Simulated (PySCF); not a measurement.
**GaCl under other conditions**

One physical setting of the base script is moved in each run, with the edits that it forces.

Method: method and basis as typed in the scripts; program: PySCF 2.14.0.

2 further runs of the same task are left out: 2 that didn't finish.

## 1. Starting geometry

GaCl: 2 atoms, charge 0, spin multiplicity 1.

Bond lengths: Ga1–Cl2 2.175 Å.

## 2. Base script

input.py reads:

```python
from pyscf import gto, scf, mcscf, mrpt

mol = gto.M(
    atom='Ga 0 0 0; Cl 0 0 2.175',
    basis='sbkjc',
    ecp={'Ga': 'sbkjc', 'Cl': 'sbkjc'},
    charge=0,
    spin=0,
    verbose=4,
)
mf = scf.RHF(mol)
mf.kernel()
mc = mcscf.CASSCF(mf, 2, 2)
mc.kernel()
mc.analyze()
mrpt.NEVPT(mc).kernel()
mf.dip_moment()
print('orbital energies (hartree):', mf.mo_energy[..., max(0, mol.nelec[1]-3):mol.nelec[0]+3].round(4))
```

On the command line:

```bash
$ OMP_NUM_THREADS=1 python input.py
```

The log of this run is left out.

It gives: E(SCF) = -271.909062 Eh, 12 cycles, E(CAS) − E(SCF) = -0.01408 Eh, NEVPT2 = -0.40408 Eh, μ = 3.09 D (of the SCF density).

The bond length is a typed value, not an optimised one.

## 3. Charge +1 (doublet, ROHF)

Variant 1 changes charge: 0 → 1; spin (2S): 0 → 1; SCF type: RHF → ROHF; active space: 2 electrons in 2 orbitals → 7 electrons in 8 orbitals.

input.py reads:

```python
from pyscf import gto, scf, mcscf, mrpt

mol = gto.M(
    atom='Ga 0 0 0; Cl 0 0 2.175',
    basis='sbkjc',
    ecp={'Ga': 'sbkjc', 'Cl': 'sbkjc'},
    charge=1,
    spin=1,
    verbose=4,
)
mf = scf.ROHF(mol)
mf.kernel()
mc = mcscf.CASSCF(mf, 8, 7)
mc.kernel()
mc.analyze()
mrpt.NEVPT(mc).kernel()
mf.dip_moment()
print('orbital energies (hartree):', mf.mo_energy[..., max(0, mol.nelec[1]-3):mol.nelec[0]+3].round(4))
```

On the command line:

```bash
$ OMP_NUM_THREADS=1 python input.py
```

## 4. Bond 2.24 Å

Variant 2 changes bond length: 2.175 Å → 2.24 Å.

input.py, as its differences from that of step 2:

```diff
@@ -3,3 +3,3 @@
 mol = gto.M(
-    atom='Ga 0 0 0; Cl 0 0 2.175',
+    atom='Ga 0 0 0; Cl 0 0 2.24',
     basis='sbkjc',
```

## 5. Electric field 0.01 a.u.

Variant 3 changes electric field: none → 0.01 a.u.

input.py, as its differences from that of step 2:

```diff
@@ -11,2 +11,7 @@
 mf = scf.RHF(mol)
+field = 0.01  # electric field along z, atomic units
+h = mf.get_hcore() + field*mol.intor('int1e_r')[2]
+mf.get_hcore = lambda *args: h
+e_nuc = mol.energy_nuc() - field*mol.atom_charges() @ mol.atom_coords()[:, 2]
+mf.energy_nuc = lambda *args: e_nuc
 mf.kernel()
```

## 6. Bond 2.436 Å

Variant 4 changes bond length: 2.175 Å → 2.436 Å.

input.py, as its differences from that of step 2:

```diff
@@ -3,3 +3,3 @@
 mol = gto.M(
-    atom='Ga 0 0 0; Cl 0 0 2.175',
+    atom='Ga 0 0 0; Cl 0 0 2.436',
     basis='sbkjc',
```

## 7. PCM, ε = 78.36

Variant 5 changes solvent: none (gas phase) → PCM, ε = 78.36; step after the SCF: nevpt2 → analyze.

input.py, as its differences from that of step 2:

```diff
@@ -1,2 +1,2 @@
-from pyscf import gto, scf, mcscf, mrpt
+from pyscf import gto, scf, solvent
 
@@ -11,7 +11,6 @@
 mf = scf.RHF(mol)
+mf = solvent.PCM(mf)
+mf.with_solvent.eps = 78.36
 mf.kernel()
-mc = mcscf.CASSCF(mf, 2, 2)
-mc.kernel()
-mc.analyze()
-mrpt.NEVPT(mc).kernel()
+mf.mulliken_pop()
 mf.dip_moment()
```

**Question.** What will these runs give? Wanted: for each run, E(SCF); from base; gap; SCF dipole; after the SCF.

**Answer**, as computed:

| run | E(SCF) (hartree) | from base (eV) | cycles | gap (eV) | SCF dipole (D) | after the SCF |
| --- | --- | --- | --- | --- | --- | --- |
| base | -271.909062 | 0 | 12 | 10.76 | 3.09 | NEVPT2 correlation -11.379 eV (from the SCF energy, the CASSCF gain included) |
| charge +1 (doublet, ROHF) | -271.572450 | +9.1597 | 15 | n/a | n/a | NEVPT2 correlation -11.313 eV (from the SCF energy, the CASSCF gain included) |
| bond 2.24 Å | -271.910949 | -0.0514 | 12 | 10.76 | 3.61 | NEVPT2 correlation -11.360 eV (from the SCF energy, the CASSCF gain included) |
| electric field 0.01 a.u. | -271.899444 | +0.2617 | 12 | 10.64 | 1.79 | NEVPT2 correlation -11.426 eV (from the SCF energy, the CASSCF gain included) |
| bond 2.436 Å | -271.907390 | +0.0455 | 13 | 10.64 | 5.18 | NEVPT2 correlation -11.310 eV (from the SCF energy, the CASSCF gain included) |
| PCM, ε = 78.36 | -271.920851 | -0.3208 | 12 | 11.08 | 3.94 | n/a |

The largest comparable shift of the SCF energy, -0.321 eV, comes with the run “PCM, ε = 78.36”. At the SCF level, going to the doublet with one electron fewer costs 9.16 eV at fixed geometry, against 9.65 eV for the negative of the highest filled level. A continuum solvent with ε = 78.36 lowers the energy by 0.321 eV.
